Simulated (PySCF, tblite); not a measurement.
**C₆H₁₁S radical: geometry, infrared bands and EPR parameters**

Wanted: the infrared bands and EPR parameters of C₆H₁₁S radical (`[CH2]SCCC(=C)C`), by calculation.

Programs: tblite 0.8.0 and PySCF 2.14.0, with density-fitted response routines of our own. Each step states its level of theory. These are calculated values for one molecule in the gas phase, unless marked as measured. Atoms are numbered from 0 throughout.

## (1) The starting structure

18 atoms, charge 0, multiplicity 2; geometry from: force field or distance geometry start.

Bonds of the start (Å): C0–S1 1.78, S1–C2 1.78, C2–C3 1.52, C3–C4 1.50, C4–C5 1.35, C4–C6 1.48, C0–H7 1.09, C0–H8 1.10, C2–H9 1.10, C2–H10 1.13, C3–H11 1.10, C3–H12 1.09, C5–H13 1.09, C5–H14 1.08, C6–H15 1.11, C6–H16 1.11, C6–H17 1.12.

## (2) Optimising the geometry with GFN2-xTB

Job settings and geometry (Å):

```
{"job": {"kind": "relax", "xc": "GFN2-xTB", "basis": "xTB"}, "charge": 0, "multiplicity": 2}
C      3.408500     0.600500    -0.144700
S      2.551700    -0.809400     0.524300
C      0.842600    -0.562000     0.953000
C      0.089500    -0.321100    -0.345800
C     -1.372900    -0.098000    -0.127000
C     -2.210400    -0.977200    -0.719900
C     -1.887600     1.050600     0.660000
H      3.770100     0.475100    -1.160500
H      4.081000     1.126300     0.548400
H      0.650300     0.277100     1.645700
H      0.438800    -1.473700     1.490400
H      0.193000    -1.194700    -0.998400
H      0.502300     0.548200    -0.862400
H     -1.707000    -1.769400    -1.281400
H     -3.283500    -0.892000    -0.633100
H     -1.149300     1.882300     0.651600
H     -2.865900     1.389400     0.266100
H     -2.059900     0.754300     1.727900
```

Launch:

```bash
> OMP_NUM_THREADS=1 python probes_run.py task.json out
```

This one command runs all jobs of the session in turn.

**Question.** This job is followed by: GFN2-xTB harmonic vibrations, gas phase; UKS B3LYP, pcH-1 on C H S, non-relativistic, mean-field spin-orbit, GIAO. Predict these results of the whole session: strongest single infrared mode (GFN2-xTB); zero-point energy (GFN2-xTB); g(iso) (B3LYP); ⟨S²⟩; largest a(iso) (averaged by class); surface potential, 1st and 99th percentile.

The runs gave:

| quantity | value |
| --- | --- |
| strongest single infrared mode (GFN2-xTB) | 3127 cm⁻¹, 51 km/mol |
| zero-point energy (GFN2-xTB) | 93.6 kcal/mol |
| g(iso) (B3LYP) | 2.00522 |
| ⟨S²⟩ | 0.754 (exact 0.75) |
| largest a(iso) (averaged by class) | 13C on C0, 127.4 MHz |
| surface potential, 1st and 99th percentile | -0.75 V and 0.94 V |

Over 123 steps the energy fell by 0.957 eV; of the close pairs, C0–S1 changed most, 1.780 to 1.701 Å. All 48 modes are real, so the xTB geometry is a minimum. The strongest single mode, at 3127 cm⁻¹, moves mainly H13 and H14. Unscaled tight-binding wavenumbers are off by several per cent, some by more. Its intensities can rank the bands wrongly. Most of the unpaired spin sits on C0 (0.83 e). The isotropic g lies 2.9 ppt above the free-electron value.
